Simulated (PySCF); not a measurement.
# C₁₀H₁₆O: electronic excitations at several levels of theory

Aim: compute the electronic excitations of C₁₀H₁₆O (`CC1(C)[C@@H]2CC[C@@]1(C)C(=O)C2`) at several levels, and see how far they spread and what each costs.

Computed with PySCF 2.14.0, with density-fitted response routines of our own, on a single molecule in the gas phase. Atoms count from 0, in the outputs and in this text.

## Step 1: Starting geometry

27 atoms, charge 0, multiplicity 1; geometry from: GFN2-xTB.

Bonds of the start (Å): C0–C1 1.51, C1–C2 1.55, C2–C3 1.54, C3–C4 1.53, C4–C5 1.53, C5–C6 1.52, C6–O7 1.20, C4–C8 1.54, C8–C9 1.53, C8–C10 1.53, C6–C1 1.52, C8–C1 1.55, C0–H11 1.09, C0–H12 1.09, C0–H13 1.09, C2–H14 1.09, C2–H15 1.09, C3–H16 1.09, C3–H17 1.09, C4–H18 1.09, C5–H19 1.09, C5–H20 1.09, C9–H21 1.09, C9–H22 1.09, C9–H23 1.09, C10–H24 1.09, C10–H25 1.09, C10–H26 1.08.

## Step 2: Optimising the geometry at PBE0-D3(BJ)/def2-SVP

Job settings and geometry (Å):

```
{"job": {"xc": "PBE0", "basis": "def2-SVP", "d3": "d3bj", "grid": 2, "kind": "geom"}, "charge": 0, "multiplicity": 1}
C     -0.476800     2.014760     0.844670
C     -0.356830     0.670750     0.159670
C     -1.156720     0.547480    -1.160450
C     -0.524810    -0.664830    -1.868070
C      0.502350    -1.158970    -0.841380
C     -0.302570    -1.747970     0.317990
C     -0.885770    -0.505220     0.967660
O     -1.637560    -0.465080     1.903770
C      1.046070     0.154540    -0.237000
C      1.962650    -0.060440     0.969580
C      1.792010     1.035090    -1.235830
H     -0.139920     2.814120     0.188530
H      0.115990     2.030900     1.755980
H     -1.515150     2.195360     1.113260
H     -1.056740     1.462110    -1.744240
H     -2.217850     0.401500    -0.956360
H     -0.045560    -0.382690    -2.804690
H     -1.259840    -1.436370    -2.096410
H      1.251290    -1.834430    -1.252380
H      0.313900    -2.293240     1.032470
H     -1.096560    -2.423110    -0.003440
H      2.393530     0.888020     1.282720
H      1.431720    -0.478660     1.820070
H      2.779600    -0.729340     0.704800
H      2.096870     1.962520    -0.756110
H      2.688370     0.520360    -1.576770
H      1.193310     1.286930    -2.103700
```

Output:

```text
step   0  E = -465.07792559  max force = 0.012988
step   1  E = -465.08006441  max force = 0.003488
step   2  E = -465.08018707  max force = 0.001258
step   3  E = -465.08024774  max force = 0.000938
step   4  E = -465.08028302  max force = 0.000924
step   5  E = -465.08032432  max force = 0.000870
step   6  E = -465.08033640  max force = 0.000480
step   7  E = -465.08033980  max force = 0.000200
optimisation converged
```

It took 2.2 min on 8 threads of AMD EPYC 9R45 (Zen 5), shared host.

The steps of the relaxation:

```csv
step,energy from step 0 (eV),largest force component (eV/Å)
0,0.0000,0.6679
1,-0.0582,0.1794
2,-0.0615,0.0647
3,-0.0632,0.0482
4,-0.0641,0.0475
5,-0.0653,0.0447
6,-0.0656,0.0247
7,-0.0657,0.0103
```

Close pairs (by a distance rule), those that changed most:

```csv
bond,before (Å),after (Å),change (Å)
C10–H26,1.084,1.098,+0.014
C10–H25,1.088,1.102,+0.013
C9–H22,1.086,1.100,+0.013
C10–H24,1.088,1.101,+0.013
C0–H11,1.088,1.101,+0.013
C0–H12,1.087,1.100,+0.013
C9–H23,1.089,1.102,+0.013
C9–H21,1.088,1.101,+0.013
```

The next job starts from the end point, and lists it.

```csv
at the end point,value
point group (found at 0.08 Å tolerance),C1
"rotational constants (GHz, main isotopes)","1.458, 1.190, 1.103"
dipole moment (D),2.92
```

## Step 3: Ultraviolet spectrum: CAM-B3LYP/def2-SVPD

Job settings and geometry (Å):

```
{"job": {"kind": "uv", "xc": "CAM-B3LYP", "basis": "def2-SVPD", "nstates": 12, "ntriplets": 4}, "charge": 0, "multiplicity": 1}
C     -0.481748     2.003794     0.873214
C     -0.361883     0.680713     0.161777
C     -1.143089     0.568517    -1.174393
C     -0.530993    -0.666791    -1.875881
C      0.489625    -1.172985    -0.845181
C     -0.316539    -1.760142     0.316389
C     -0.885981    -0.504031     0.970233
O     -1.611487    -0.454709     1.928334
C      1.046805     0.146237    -0.239448
C      1.969493    -0.062345     0.961013
C      1.780591     1.021664    -1.250237
H     -0.155571     2.836493     0.231578
H      0.118845     2.017413     1.794994
H     -1.526806     2.181047     1.168017
H     -0.997221     1.489688    -1.759097
H     -2.225827     0.477844    -0.998501
H     -0.048531    -0.396792    -2.826135
H     -1.280915    -1.437090    -2.109217
H      1.253115    -1.850361    -1.255744
H      0.295939    -2.305996     1.049979
H     -1.126063    -2.438966     0.007141
H      2.324481     0.906446     1.344393
H      1.486914    -0.581686     1.801578
H      2.857231    -0.645796     0.669787
H      2.072910     1.978946    -0.791648
H      2.704124     0.521610    -1.583375
H      1.187562     1.251369    -2.145228
```

With the program's defaults for keys left out, this is: TDDFT CAM-B3LYP/def2-SVPD, vertical, gas phase, core orbitals frozen in the response.

Output:

```text
coarse grid: 21872 points
cycle   1  E = -465.1102327882  dE =  1.877e+00  |g| = 8.206e-01  |ddm| = 2.318e+01
cycle   2  E = -464.9131342521  dE =  1.971e-01  |g| = 1.367e+00  |ddm| = 4.814e+00
cycle   3  E = -465.2557931570  dE = -3.427e-01  |g| = 1.217e-01  |ddm| = 2.878e+00
cycle   4  E = -465.2587984887  dE = -3.005e-03  |g| = 5.921e-02  |ddm| = 8.522e-01
cycle   5  E = -465.2596551555  dE = -8.567e-04  |g| = 1.082e-02  |ddm| = 4.067e-01
cycle   6  E = -465.2596812652  dE = -2.611e-05  |g| = 3.965e-03  |ddm| = 5.950e-02
cycle   7  E = -465.2596855315  dE = -4.266e-06  |g| = 8.224e-04  |ddm| = 1.921e-02
final grid: 209240 points
cycle   8  E = -465.3630947526  dE = -8.227e-05  |g| = 4.713e-03  |ddm| = 5.616e-01
cycle   9  E = -465.3630932133  dE =  1.539e-06  |g| = 5.817e-03  |ddm| = 8.308e-02
cycle  10  E = -465.3631003804  dE = -7.167e-06  |g| = 1.127e-03  |ddm| = 2.486e-02
cycle  11  E = -465.3631006043  dE = -2.239e-07  |g| = 3.487e-04  |ddm| = 3.506e-03
cycle  12  E = -465.3631006294  dE = -2.508e-08  |g| = 7.435e-05  |ddm| = 2.365e-03
cycle  13  E = -465.3631006307  dE = -1.345e-09  |g| = 1.770e-05  |ddm| = 4.039e-04
cycle  14  E = -465.3631006308  dE = -1.100e-10  |g| = 3.950e-06  |ddm| = 1.012e-04
converged SCF energy = -465.3631006308

Static polarisability (au): isotropic 111.223, principal 107.015 111.105 115.549

Singlet excitations
state   eV       nm        f      main configurations
  1   4.3518    284.9   0.00015   H->L 0.86
  2   6.9386    178.7   0.01331   H->L+1 0.63, H->L+4 0.27
  3   7.3721    168.2   0.03346   H-1->L 0.88
  4   7.6204    162.7   0.01905   H->L+2 0.73, H-2->L 0.09
  5   7.6580    161.9   0.00846   H->L+4 0.34, H->L+3 0.28, H->L+1 0.15
  6   7.7109    160.8   0.02628   H-2->L 0.43, H->L+3 0.15, H->L+2 0.14
  7   7.8118    158.7   0.01963   H-2->L 0.33, H->L+3 0.32, H->L+4 0.10
  8   8.1739    151.7   0.01461   H-3->L 0.90
  9   8.2642    150.0   0.00160   H->L+5 0.43, H->L+8 0.19, H->L+3 0.11
 10   8.3740    148.1   0.00261   H-4->L 0.73, H-1->L+1 0.09
 11   8.4553    146.6   0.01038   H-1->L+1 0.75, H-4->L 0.11
 12   8.5935    144.3   0.01909   H->L+6 0.50, H->L+4 0.14

Triplet excitations (Tamm-Dancoff, eV): 3.8353 6.0509 6.8423 7.2686
```

It took 2.1 min on 8 threads of AMD EPYC 9R45 (Zen 5), shared host.

Frontier orbitals and where they lie:

```csv
orbital,eV,atoms
HOMO−3,-10.62,"C8 15 %, C9 15 %, C4 12 %"
HOMO−2,-10.34,"C3 14 %, C4 14 %, C5 13 %"
HOMO−1,-9.88,"C8 20 %, C1 15 %, C4 14 %"
HOMO,-8.30,"O7 49 %, C6 13 %, C1 13 %"
LUMO,0.75,"C6 31 %, O7 26 %, C5 8 %"
LUMO+1,1.20,"C10 10 %, C9 8 %, C6 6 %"
LUMO+2,1.69,"H17 12 %, C3 11 %, C0 8 %"
```

With each of the 12 states as a Gaussian band of 0.4 eV half-width at 1/e, the curve within the window shown has maxima at 162 nm (ε 3,800) L/(mol cm). Beyond the last state computed it falls off for lack of states. The curve at chosen wavelengths:

nm, ε (L/mol/cm) and a bar:
```
      139        616 #####
      147       1782 ##############
      154       2519 ####################
      162       3811 ##############################
      170       2509 ####################
      177       1208 ##########
      185        441 ###
      192        123 #
      200         16 
      208          1 
      215          0 
      223          0 
      231          0 
      238          0 
      246          0 
      254          1 
      261          2 
      269          4 
      277          6 
      284          6 
      292          6 
      299          5 
      307          3 
      315          2 
      322          1 
      330          1
```

Further results of this job:

```csv
property,computed
dipole moment (D),3.33
polarisability (Å³),16.48
HOMO–LUMO gap (eV),9.05
−ε(HOMO) (eV),8.30
```

## Step 4: Excited states and response: PBE0/def2-SVPD

Same as in step 3 but for these lines:

```diff
@@ -1,2 +1,2 @@
-{"job": {"kind": "uv", "xc": "CAM-B3LYP", "basis": "def2-SVPD", "nstates": 12, "ntriplets": 4}, "charge": 0, "multiplicity": 1}
+{"job": {"kind": "uv", "xc": "PBE0", "basis": "def2-SVPD", "nstates": 12, "ntriplets": 4}, "charge": 0, "multiplicity": 1}
 C     -0.481748     2.003794     0.873214
```

With the program's defaults for keys left out, this is: TDDFT PBE0/def2-SVPD, vertical, gas phase, core orbitals frozen in the response.

Output:

```text
coarse grid: 21872 points
cycle   1  E = -464.8551103101  dE =  1.440e+00  |g| = 8.042e-01  |ddm| = 1.896e+01
cycle   2  E = -464.5359593200  dE =  3.192e-01  |g| = 1.521e+00  |ddm| = 6.380e+00
cycle   3  E = -464.9890660216  dE = -4.531e-01  |g| = 2.244e-01  |ddm| = 3.761e+00
cycle   4  E = -465.0003711734  dE = -1.131e-02  |g| = 6.244e-02  |ddm| = 1.146e+00
cycle   5  E = -465.0011999377  dE = -8.288e-04  |g| = 2.137e-02  |ddm| = 4.371e-01
cycle   6  E = -465.0013017640  dE = -1.018e-04  |g| = 4.026e-03  |ddm| = 9.660e-02
cycle   7  E = -465.0013053087  dE = -3.545e-06  |g| = 7.973e-04  |ddm| = 1.620e-02
final grid: 209240 points
cycle   8  E = -465.0788476564  dE = -1.050e-04  |g| = 1.396e-02  |ddm| = 8.664e-01
cycle   9  E = -465.0787474451  dE =  1.002e-04  |g| = 2.622e-02  |ddm| = 1.749e-01
cycle  10  E = -465.0788900437  dE = -1.426e-04  |g| = 3.154e-03  |ddm| = 8.334e-02
cycle  11  E = -465.0788921515  dE = -2.108e-06  |g| = 3.571e-04  |ddm| = 9.952e-03
cycle  12  E = -465.0788921735  dE = -2.203e-08  |g| = 2.047e-04  |ddm| = 3.671e-03
cycle  13  E = -465.0788921830  dE = -9.517e-09  |g| = 4.077e-05  |ddm| = 1.028e-03
cycle  14  E = -465.0788921834  dE = -3.854e-10  |g| = 5.432e-06  |ddm| = 1.905e-04
converged SCF energy = -465.0788921834

Static polarisability (au): isotropic 112.410, principal 108.132 112.444 116.655

Singlet excitations
state   eV       nm        f      main configurations
  1   4.2933    288.8   0.00022   H->L 0.96
  2   6.4550    192.1   0.00451   H->L+1 0.94
  3   6.8291    181.6   0.01736   H-1->L 0.94
  4   7.0310    176.3   0.01033   H->L+2 0.92
  5   7.1067    174.5   0.01733   H->L+4 0.83
  6   7.1524    173.3   0.02364   H->L+3 0.82
  7   7.2737    170.5   0.01816   H-2->L 0.86
  8   7.5629    163.9   0.01080   H-3->L 0.98
  9   7.6812    161.4   0.00055   H->L+5 0.83
 10   7.7948    159.1   0.00060   H-4->L 0.94
 11   7.9602    155.8   0.01634   H->L+6 0.72, H->L+7 0.12
 12   7.9924    155.1   0.00664   H->L+7 0.74, H->L+6 0.16

Triplet excitations (Tamm-Dancoff, eV): 3.7418 5.9084 6.3911 6.7423
```

Run time: 99 s. Hardware: 8 threads of AMD EPYC 9R45 (Zen 5), shared host.

This run: HOMO -6.86 eV, LUMO -0.42 eV; lowest singlet 4.29 eV.

## Step 5: Ultraviolet spectrum: PBE/def2-SVPD

Same as in step 4 but for these lines:

```diff
@@ -1,2 +1,2 @@
-{"job": {"kind": "uv", "xc": "PBE0", "basis": "def2-SVPD", "nstates": 12, "ntriplets": 4}, "charge": 0, "multiplicity": 1}
+{"job": {"kind": "uv", "xc": "PBE", "basis": "def2-SVPD", "nstates": 12, "ntriplets": 4}, "charge": 0, "multiplicity": 1}
 C     -0.481748     2.003794     0.873214
```

Method: TDDFT PBE/def2-SVPD, vertical, gas phase, core orbitals frozen in the response.

Output:

```text
coarse grid: 21872 points
cycle   1  E = -464.6767950079  dE =  1.038e+00  |g| = 9.769e-01  |ddm| = 2.450e+01
cycle   2  E = -463.7837636062  dE =  8.930e-01  |g| = 2.213e+00  |ddm| = 1.418e+01
cycle   3  E = -464.8459292230  dE = -1.062e+00  |g| = 5.059e-01  |ddm| = 1.184e+01
cycle   4  E = -464.9025862812  dE = -5.666e-02  |g| = 1.041e-01  |ddm| = 2.006e+00
cycle   5  E = -464.9042490124  dE = -1.663e-03  |g| = 6.283e-02  |ddm| = 8.957e-01
cycle   6  E = -464.9051533320  dE = -9.043e-04  |g| = 1.187e-02  |ddm| = 3.144e-01
cycle   7  E = -464.9051860698  dE = -3.274e-05  |g| = 1.980e-03  |ddm| = 5.007e-02
cycle   8  E = -464.9051867880  dE = -7.182e-07  |g| = 9.229e-04  |ddm| = 1.256e-02
final grid: 209240 points
cycle   9  E = -465.0111501885  dE = -1.306e-04  |g| = 2.330e-02  |ddm| = 1.327e+00
cycle  10  E = -465.0104867610  dE =  6.634e-04  |g| = 6.046e-02  |ddm| = 3.094e-01
cycle  11  E = -465.0112545121  dE = -7.678e-04  |g| = 9.668e-03  |ddm| = 1.836e-01
cycle  12  E = -465.0112747539  dE = -2.024e-05  |g| = 1.045e-03  |ddm| = 3.070e-02
cycle  13  E = -465.0112749823  dE = -2.284e-07  |g| = 4.823e-04  |ddm| = 8.239e-03
cycle  14  E = -465.0112750362  dE = -5.396e-08  |g| = 6.280e-05  |ddm| = 1.801e-03
cycle  15  E = -465.0112750371  dE = -8.667e-10  |g| = 2.031e-05  |ddm| = 3.720e-04
converged SCF energy = -465.0112750371

Static polarisability (au): isotropic 116.851, principal 112.168 117.069 121.315

Singlet excitations
state   eV       nm        f      main configurations
  1   4.0388    307.0   0.00037   H->L 1.00
  2   5.2108    237.9   0.00214   H->L+1 1.00
  3   5.7558    215.4   0.00795   H-1->L 0.81, H->L+2 0.14
  4   5.7895    214.2   0.00154   H->L+2 0.85, H-1->L 0.12
  5   5.8991    210.2   0.01341   H->L+3 0.99
  6   5.9664    207.8   0.01748   H->L+4 0.99
  7   6.2373    198.8   0.01301   H-2->L 0.82
  8   6.3916    194.0   0.01047   H-3->L 0.94
  9   6.4893    191.1   0.00162   H->L+5 0.94
 10   6.6592    186.2   0.00132   H-4->L 0.76, H->L+6 0.20
 11   6.6698    185.9   0.00309   H->L+6 0.80, H-4->L 0.18
 12   6.7148    184.6   0.01087   H->L+7 0.97

Triplet excitations (Tamm-Dancoff, eV): 3.5343 5.1738 5.5503 5.7587
```

Run time: 60 s. Hardware: 8 threads of AMD EPYC 9R45 (Zen 5), shared host.

In short: HOMO -5.39 eV, LUMO -1.55 eV; lowest singlet 4.04 eV.

## Step 6: Ultraviolet spectrum: B3LYP/def2-SVPD

Same as in step 5 but for these lines:

```diff
@@ -1,2 +1,2 @@
-{"job": {"kind": "uv", "xc": "PBE", "basis": "def2-SVPD", "nstates": 12, "ntriplets": 4}, "charge": 0, "multiplicity": 1}
+{"job": {"kind": "uv", "xc": "B3LYP", "basis": "def2-SVPD", "nstates": 12, "ntriplets": 4}, "charge": 0, "multiplicity": 1}
 C     -0.481748     2.003794     0.873214
```

Method: TDDFT B3LYP/def2-SVPD, vertical, gas phase, core orbitals frozen in the response.

Output:

```text
coarse grid: 21872 points
cycle   1  E = -465.3426702732  dE =  1.352e+00  |g| = 8.839e-01  |ddm| = 2.504e+01
cycle   2  E = -464.8936579845  dE =  4.490e-01  |g| = 1.742e+00  |ddm| = 8.067e+00
cycle   3  E = -465.4991637292  dE = -6.055e-01  |g| = 2.850e-01  |ddm| = 4.528e+00
cycle   4  E = -465.5172190508  dE = -1.806e-02  |g| = 7.648e-02  |ddm| = 1.482e+00
cycle   5  E = -465.5184552234  dE = -1.236e-03  |g| = 2.712e-02  |ddm| = 5.213e-01
cycle   6  E = -465.5186201394  dE = -1.649e-04  |g| = 5.413e-03  |ddm| = 1.304e-01
cycle   7  E = -465.5186266622  dE = -6.523e-06  |g| = 9.403e-04  |ddm| = 2.178e-02
final grid: 209240 points
cycle   8  E = -465.6187982164  dE = -1.280e-04  |g| = 8.061e-03  |ddm| = 9.112e-01
cycle   9  E = -465.6187676692  dE =  3.055e-05  |g| = 1.444e-02  |ddm| = 1.212e-01
cycle  10  E = -465.6188128222  dE = -4.515e-05  |g| = 2.683e-03  |ddm| = 5.445e-02
cycle  11  E = -465.6188142515  dE = -1.429e-06  |g| = 3.195e-04  |ddm| = 7.513e-03
cycle  12  E = -465.6188142673  dE = -1.580e-08  |g| = 1.792e-04  |ddm| = 2.610e-03
cycle  13  E = -465.6188142746  dE = -7.332e-09  |g| = 3.417e-05  |ddm| = 8.382e-04
cycle  14  E = -465.6188142749  dE = -2.663e-10  |g| = 5.248e-06  |ddm| = 1.386e-04
converged SCF energy = -465.6188142749

Static polarisability (au): isotropic 113.122, principal 108.781 113.139 117.447

Singlet excitations
state   eV       nm        f      main configurations
  1   4.2676    290.5   0.00022   H->L 0.97
  2   6.1662    201.1   0.00385   H->L+1 0.96
  3   6.6489    186.5   0.01747   H-1->L 0.89
  4   6.7280    184.3   0.00672   H->L+2 0.91
  5   6.8246    181.7   0.01209   H->L+4 0.78, H->L+3 0.16
  6   6.8463    181.1   0.02281   H->L+3 0.80, H->L+4 0.15
  7   7.1077    174.4   0.01974   H-2->L 0.90
  8   7.3551    168.6   0.01016   H-3->L 0.97
  9   7.4044    167.4   0.00041   H->L+5 0.87
 10   7.5999    163.1   0.00051   H-4->L 0.92
 11   7.6491    162.1   0.01498   H->L+6 0.81
 12   7.6811    161.4   0.00517   H->L+7 0.87, H->L+6 0.09

Triplet excitations (Tamm-Dancoff, eV): 3.7645 5.9313 6.1194 6.5969
```

It took 98 s on 8 threads of AMD EPYC 9R45 (Zen 5), shared host.

In short: HOMO -6.66 eV, LUMO -0.68 eV; lowest singlet 4.27 eV.

## Step 7: Run by run: electronic excitations

Excitations and ground-state properties, with basis size and wall time:

```csv
run,lowest singlet (eV),brightest (eV),f,gap (eV),α (Å³),μ (D),functions,time
CAM-B3LYP/def2-SVPD,4.35,7.37,0.033,9.05,16.48,3.33,351,2.1 min
PBE0/def2-SVPD,4.29,7.15,0.024,6.44,16.66,3.26,351,99 s
PBE/def2-SVPD,4.04,5.97,0.017,3.84,17.32,3.13,351,60 s
B3LYP/def2-SVPD,4.27,6.85,0.023,5.98,16.76,3.27,351,98 s
```

## Step 8: What came out

```
                                quantity                        value
                             point group                           C1
    rotational constants (main isotopes)         1.46, 1.19, 1.10 GHz
    lowest singlet (CAM-B3LYP/def2-SVPD)  4.35 eV (285 nm), f = 0.000
brightest single state of those computed  state 3, 7.37 eV, f = 0.033
                          lowest triplet                      3.84 eV
             range of the lowest singlet              4.04 to 4.35 eV
```

Single values in the summary come from the first sound run of each kind (CAM-B3LYP/def2-SVPD), which need not be the best level. Relaxing lowered the energy by 0.066 eV in 7 steps; the close pair that moved most is C10–H26, from 1.084 to 1.098 Å. No frequency check was run at this level, so the end point may be a saddle. The first singlet state (HOMO→LUMO 0.86) lies at 4.35 eV and is dark; of the 12 states computed, the strongest absorption comes from state 3 at 7.37 eV. The lowest triplet lies 0.52 eV below the lowest singlet (triplets in Tamm-Dancoff, singlets in full TDDFT). The lowest singlet runs from 4.04 eV (PBE/def2-SVPD) to 4.35 eV (CAM-B3LYP/def2-SVPD), while the orbital gap spans 3.84 to 9.05 eV: the excitation energy moves far less from run to run than the orbital gap does. The lowest state need not be the same one in every run.
